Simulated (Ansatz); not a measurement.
# MoH+ (quintet): from Hartree-Fock to the top rungs, def2-TZVPP

The task here is to estimate one member of a computed series from the others.

The runs use Ansatz 0.2.0, Gaussian basis; def2-TZVPP, core rule «outside noble gas», up to 4 orbitals frozen.

Plan: UHF; ROHF; CCSD(T) on UHF.

2 further runs of the same task are left out: 2 set aside as unsound or not needed.

### The system

The geometry is a PBE0/def2-TZVP stationary point (not a proven minimum) of the parent state, kept for this charge and spin. No spin-orbit coupling is included. Elements past krypton take def2 core potentials.

2 atoms, charge 1, spin multiplicity 5.

Atoms are counted from 1 here; the program's logs count them from 0.

Bond lengths: Mo1–H2 1.657 Å.

The first run:

in.yaml

```yaml
crystal:
  periodic: [false, false, false]
  atoms:
    - {symbol: Mo, position_ang: [0.000000, 0.000000, 0.000000]}
    - {symbol: H, position_ang: [0.000000, 0.000000, 1.657400]}
basis:
  gaussian: {orbitals: def2-TZVPP}
total_charge: 1
magnetization: {spin_polarized: true, initial_magnetization: 4}
hamiltonian: {xc: hf}
output: {orbitals: {seedname: orbitals}}
```

Started as:

```bash
> ansatz run in.yaml --threads 1 --pin off --events-out ev --progress --plain --max-ram 4096MiB --backend cpu
```

Steps of the session up to this table: UHF; ROHF; CCSD(T) on UHF.

One of the session's tables, all rows but one given; the rest of the session is left out.

| method | from UCCSD(T) (meV) |
| --- | --- |
| ROHF | +3200.6 |
| UHF | +2968.0 |
| UMP2 | ? |
| UCCSD | +84.6 |
| UCCSD(T) | 0 |

Q: Estimate the row for UMP2 from the others.

As computed: from UCCSD(T) (meV): +518.3. In the column «from UCCSD(T) (meV)» it lies between UCCSD (+84.6) and UHF (+2968.0).
